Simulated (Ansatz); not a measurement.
**C2H7InO (SMILES [CH3][In]([CH3])[OH]) at revPBE/def2-SVP (core potential)**

What is the electronic atomisation energy of C2H7InO at revPBE/def2-SVP (core potential)? 

The calculation is run with Ansatz 0.2.0.

30 further runs of the same task are left out: 30 set aside as unsound or not needed.

### 1 The system as given

C2H7InO: 11 atoms, total charge 0, spin state singlet. As SMILES, `[CH3][In]([CH3])[OH]`. The coordinates come from a PBE0-D4/def2-TZVP relaxation.

Bond lengths: C1–In2 2.148 Å, In2–C3 2.138 Å, In2–O4 2.007 Å, C1–H5 1.090 Å, C1–H6 1.090 Å, C1–H7 1.092 Å, C3–H8 1.090 Å, C3–H9 1.091 Å, C3–H10 1.091 Å, O4–H11 0.959 Å. Some angles: C1–In2–C3 136.7°, C1–In2–O4 114.2°, C3–In2–O4 109.1°, In2–C1–H5 110.1°, In2–C1–H6 111.1°, In2–C1–H7 109.5°, In2–C3–H8 108.7°, In2–C3–H9 110.5°, In2–C3–H10 110.8°, In2–O4–H11 114.0°.

### 2 A single-point energy at revPBE/def2-SVP (core potential)

run.yaml reads:

```yaml
crystal:
  periodic: [false, false, false]
  atoms:
    - symbol: C
      position_ang: [-1.237900, 1.174600, -1.040300]
    - symbol: In
      position_ang: [0.014400, -0.256200, -0.041000]
    - symbol: C
      position_ang: [1.531800, -0.211200, 1.463900]
    - symbol: O
      position_ang: [-0.279600, -2.154900, -0.620200]
    - symbol: H
      position_ang: [-1.551200, 0.785300, -2.009500]
    - symbol: H
      position_ang: [-0.715300, 2.120700, -1.184200]
    - symbol: H
      position_ang: [-2.128400, 1.363200, -0.437100]
    - symbol: H
      position_ang: [1.929400, -1.218000, 1.588800]
    - symbol: H
      position_ang: [1.117400, 0.131700, 2.413400]
    - symbol: H
      position_ang: [2.339100, 0.465700, 1.180700]
    - symbol: H
      position_ang: [-0.954500, -2.257800, -1.293900]
basis:
  gaussian: {orbitals: def2-SVP}
hamiltonian: {xc: {name: revPBE}}
accuracy: high
output: {orbitals: {seedname: orbitals}}
```

On the command line:

```sh
$ ansatz run run.yaml --threads 1 --pin off --max-ram 2610MiB --events-out events.jsonl --progress --plain --runs-dir runs
```

Log:

```text
Warning: RAYON_NUM_THREADS=1 ignored (pool sized by the plan → 1); use --threads N
Functional definition: revPBE
  name "revPBE"
  parameter kappa = 1.245
  parameter beta = 0.06672455060314922
  exchange = pbe_x(kappa = kappa, mu = beta*pi^2/3)
  correlation = pbe_c(beta = beta)
2550 factors; integrals over basis functions are off by at most 1.5e-8 eV
mean field evaluation 1: about -9385.2458 eV, gradient 9.5e1 eV
mean field evaluation 2: about -9290.5424 eV, gradient 1.9e2 eV
mean field evaluation 4: about -9405.5332 eV, gradient 1.0e1 eV
mean field evaluation 8: about -9405.9078 eV, gradient 6.1e-1 eV
mean field evaluation 16: about -9405.9034 eV, gradient 2.8e-5 eV
mean field -9405.90335917 eV, -345.6605728991 hartree, gradient 3.0e-8 eV, S^2 0.000000; 0 other end points of the search recorded, 0 dependent functions left out
reference -9405.90336538 eV, -345.6605731276 hartree; 24, 24 occupied and 79, 79 virtual orbitals, 2550 factors
Total energy: -9405.90336538 eV, -345.6605731276 hartree
```

Run time: 8.4 s. Hardware: 1 thread of Arm Neoverse V2, shared host; peak memory 0.32 GiB.

### 3 The C atom at the same level

input.yaml reads:

```yaml
crystal:
  periodic: [false, false, false]
  atoms:
    - {symbol: C, position_ang: [0.000000, 0.000000, 0.000000]}
basis:
  gaussian:
    orbitals: def2-SVP
total_charge: 0
magnetization:
  spin_polarized: true
  initial_magnetization: 2
hamiltonian:
  xc: {name: revPBE}
accuracy: high
```

Run the same way, it converges to -37.80104 Eh (log not shown).

### 4 The H atom

in.yaml reads:

```yaml
crystal:
  periodic: [false, false, false]
  atoms:
    - {symbol: H, position_ang: [0.000000, 0.000000, 0.000000]}
basis:
  gaussian:
    orbitals: def2-SVP
magnetization:
  spin_polarized: true
  initial_magnetization: 1
hamiltonian:
  xc: {name: revPBE}
accuracy: high
```

Run the same way, it converges to -0.50319 Eh (log not shown).

### 5 The In atom

job.yaml reads:

```yaml
crystal:
  periodic: [false, false, false]
  atoms:
    - {symbol: In, position_ang: [0.000000, 0.000000, 0.000000]}
basis:
  gaussian:
    orbitals: def2-SVP
magnetization:
  spin_polarized: true
  initial_magnetization: 1
hamiltonian:
  xc: {name: revPBE}
accuracy: high
```

On the command line:

```sh
$ ansatz run job.yaml --threads 1 --pin off --max-ram 2610MiB --events-out events.jsonl --progress --plain --runs-dir runs
```

Log:

```text
Warning: RAYON_NUM_THREADS=1 ignored (pool sized by the plan → 1); use --threads N
Functional definition: revPBE
  name "revPBE"
  parameter kappa = 1.245
  parameter beta = 0.06672455060314922
  exchange = pbe_x(kappa = kappa, mu = beta*pi^2/3)
  correlation = pbe_c(beta = beta)
230 factors; integrals over basis functions are off by at most 1.2e-9 eV
mean field evaluation 1: about -5174.6266 eV, gradient 2.3e0 eV
mean field evaluation 2: about -5174.6595 eV, gradient 7.6e-1 eV
mean field evaluation 4: about -5174.6592 eV, gradient 2.1e-1 eV
mean field evaluation 8: about -5174.6594 eV, gradient 3.8e-5 eV
mean field evaluation 16: about -5174.6124 eV, gradient 1.9e0 eV
mean field evaluation 32: about -5174.6594 eV, gradient 1.2e-3 eV
mean field -5174.65943801 eV, -190.1652268366 hartree, gradient 1.2e-8 eV, S^2 0.751937; 1 other end points of the search recorded, 0 dependent functions left out
reference -5174.65944077 eV, -190.1652269383 hartree; 11, 10 occupied and 15, 16 virtual orbitals, 230 factors
Total energy: -5174.65944077 eV, -190.1652269383 hartree
```

It took 1.6 s on 1 thread of Arm Neoverse V2, shared host; peak memory 0.1 GiB.

### 6 The O atom at the same level

run.yaml reads:

```yaml
crystal:
  periodic: [false, false, false]
  atoms:
    - {symbol: O, position_ang: [0.000000, 0.000000, 0.000000]}
basis:
  gaussian: {orbitals: def2-SVP}
accuracy: high
hamiltonian: {xc: {name: revPBE}}
magnetization: {spin_polarized: true, initial_magnetization: 2}
```

Run the same way, it converges to -74.97644 Eh (log not shown).

### 7 Summary of results

Level: revPBE/def2-SVP (core potential).

```
                     quantity          value
       molecule: total energy  -345.66057 Eh
        molecule: HOMO energy       -5.87 eV
        molecule: LUMO energy       -1.15 eV
      molecule: HOMO–LUMO gap        4.72 eV
         C atom: total energy   -37.80104 Eh
                 C atom: ⟨S²⟩          2.002
         H atom: total energy    -0.50319 Eh
                 H atom: ⟨S²⟩          0.750
        In atom: total energy  -190.16523 Eh
                In atom: ⟨S²⟩          0.752
         O atom: total energy   -74.97644 Eh
                 O atom: ⟨S²⟩          2.002
electronic atomisation energy      37.946 eV
```

What this shows: Taking the molecule apart into free atoms costs 37.95 eV (875 kcal/mol), before zero-point energy and without spin-orbit coupling.
